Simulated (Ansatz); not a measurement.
# Cl4H2SiSn: ionisation energy by level of theory

The task here is to estimate one member of a computed series from the others.

The runs use Ansatz 0.2.0, Gaussian basis; unrestricted cation, the program's frozen cores in correlated methods.

Plan: UKS PBE-D4/def2-TZVPP; UKS r2SCAN-D4/def2-TZVPP; UKS PBE0-D4/def2-TZVPP; UKS B3LYP-D4/def2-TZVPP; UKS wB97X-V/def2-TZVPP; UKS wB97M-V/def2-TZVPP; UKS B2PLYP/def2-TZVPP; then −ε(HOMO) from the neutral's earlier runs with LDA (SPW92), PBE-D4, revPBE-D4, BLYP-D4, r2SCAN-D4, B97M-V, PBE0-D4, B3LYP-D4, r2SCANh-D4, r2SCAN0-D4, HSE06-D4, BHLYP-D4, CAM-B3LYP-D4, LC-ωPBE, ωB97X-V, ωB97M-V.

### Structure used throughout

An earlier PBE0-D4 in a triple-zeta def2 set relaxation fixed the geometry. Sn takes the def2 core potential; no spin-orbit term is included.

SMILES `[Cl][SnH2][Si](Cl)(Cl)Cl`, 8 atoms, charge 0, spin multiplicity 1.

Atoms are counted from 1 here; the program's logs count them from 0.

Bond lengths: Cl1–Sn2 2.333 Å, Sn2–Si3 2.565 Å, Sn2–H7 1.702 Å, Sn2–H8 1.702 Å, Si3–Cl4 2.037 Å, Si3–Cl5 2.044 Å, Si3–Cl6 2.037 Å. Angles: Cl1–Sn2–Si3 104.3°, Cl1–Sn2–H7 106.5°, Cl1–Sn2–H8 106.5°, Si3–Sn2–H7 113.0°, Si3–Sn2–H8 113.0°, H7–Sn2–H8 112.8°, Sn2–Si3–Cl4 110.5°, Sn2–Si3–Cl5 109.6°, Sn2–Si3–Cl6 110.5°, Cl4–Si3–Cl5 108.6°, Cl4–Si3–Cl6 108.9°, Cl5–Si3–Cl6 108.6°.

The first run:

File in.yaml:

```yaml
crystal:
  periodic: [false, false, false]
  atoms:
    - {symbol: Cl, position_ang: [-1.404354, -2.404909, 0.638755]}
    - {symbol: Sn, position_ang: [0.541458, -1.143467, 0.383617]}
    - {symbol: Si, position_ang: [-0.291572, 1.155621, -0.389821]}
    - {symbol: Cl, position_ang: [-1.300926, 0.993517, -2.151393]}
    - {symbol: Cl, position_ang: [1.302015, 2.406960, -0.662771]}
    - {symbol: Cl, position_ang: [-1.529257, 1.972894, 1.005999]}
    - {symbol: H, position_ang: [1.482494, -1.938598, -0.790129]}
    - {symbol: H, position_ang: [1.292341, -1.099119, 1.909943]}
basis:
  gaussian: {orbitals: def2-TZVPP}
total_charge: 1
magnetization: {spin_polarized: true, initial_magnetization: 1}
hamiltonian: {xc: pbe, dispersion: d4}
```

Among the steps run: Cation, UKS PBE-D4/def2-TZVPP; Cation, UKS r2SCAN-D4/def2-TZVPP; Cation, UKS PBE0-D4/def2-TZVPP; Cation, UKS B3LYP-D4/def2-TZVPP; Cation, UKS wB97X-V/def2-TZVPP; Cation, UKS wB97M-V/def2-TZVPP; Cation, UKS B2PLYP (frozen core)/def2-TZVPP.

One table of the session follows, with a row left open; its other results are not shown here.

It belongs to the step «Ionisation energies side by side». For comparison, −ε(HOMO) of the neutral from earlier runs:

| functional | −ε(HOMO) (eV) |
| --- | --- |
| LDA (SPW92) | 7.20 |
| PBE-D4 | 7.07 |
| revPBE-D4 | 7.02 |
| BLYP-D4 | ? |
| r2SCAN-D4 | 7.38 |
| B97M-V | 7.47 |
| PBE0-D4 | 8.26 |
| B3LYP-D4 | 8.04 |
| r2SCANh-D4 | 7.81 |
| r2SCAN0-D4 | 8.45 |
| HSE06-D4 | 7.87 |
| BHLYP-D4 | 9.31 |
| CAM-B3LYP-D4 | 9.50 |
| LC-ωPBE | 10.78 |
| ωB97X-V | 10.46 |
| ωB97M-V | 10.24 |

**Question.** Estimate the row for BLYP-D4.

Worked estimate for «−ε(HOMO) (eV)». Against the share of exact exchange, B3LYP-D4 (0.2, 8.04), BHLYP-D4 (0.5, 9.31) give a slope of 4.23 per unit share; at 0 the line stands at 7.19.

**Answer.** −ε(HOMO) (eV): 6.92. In «−ε(HOMO) (eV)» the line misses by +0.27.
